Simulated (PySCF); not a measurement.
# H10Si4: the cost of one run

Programs: PySCF 2.14.0, with density-fitted response routines of our own. Each step states its level of theory. These are calculated values for one molecule in the gas phase, unless marked as measured. Atoms are numbered from 0 throughout.

## (1) The starting structure

14 atoms, charge 0, multiplicity 1; geometry from: GFN2-xTB. The atoms were then displaced at random by about 0.01 Å, so the start is not that level's minimum.

Bonds of the start (Å): Si0–Si1 2.31, Si1–Si2 2.32, Si1–Si3 2.29, Si0–H4 1.46, Si0–H5 1.47, Si0–H6 1.49, Si1–H7 1.49, Si2–H8 1.49, Si2–H9 1.45, Si2–H10 1.48, Si3–H11 1.47, Si3–H12 1.52, Si3–H13 1.46.

## (2) Optimising the geometry at PBE0-D3(BJ)/def2-SVP

What the job is given:

```
{"job": {"xc": "PBE0", "basis": "def2-SVP", "d3": "d3bj", "grid": 1, "shake": 0.01, "kind": "geom"}, "charge": 0, "multiplicity": 1}
Si     0.013880     2.086940    -0.887210
Si     0.044560     0.157200     0.374830
Si     1.900950    -1.152050    -0.076700
Si    -1.906490    -1.039020     0.269760
H      1.200550     2.921250    -0.772820
H     -0.144440     1.805680    -2.319470
H     -1.119100     2.989800    -0.554750
H      0.203040     0.603980     1.783770
H      3.184820    -0.423220     0.106710
H      1.892070    -1.645180    -1.438020
H      2.009920    -2.335500     0.799300
H     -1.942490    -2.220890     1.147240
H     -3.143740    -0.240600     0.635600
H     -2.200700    -1.523460    -1.080960
```

Started as:

```console
OMP_NUM_THREADS=1 python probes_run.py task.json out
```

The driver reads the jobs from task.json and runs them one after another.

Q: Estimate the wall time and peak memory of this first job on 1 thread of Arm Neoverse N1, shared host.

About 68 s, with a peak of 0.52 GiB.
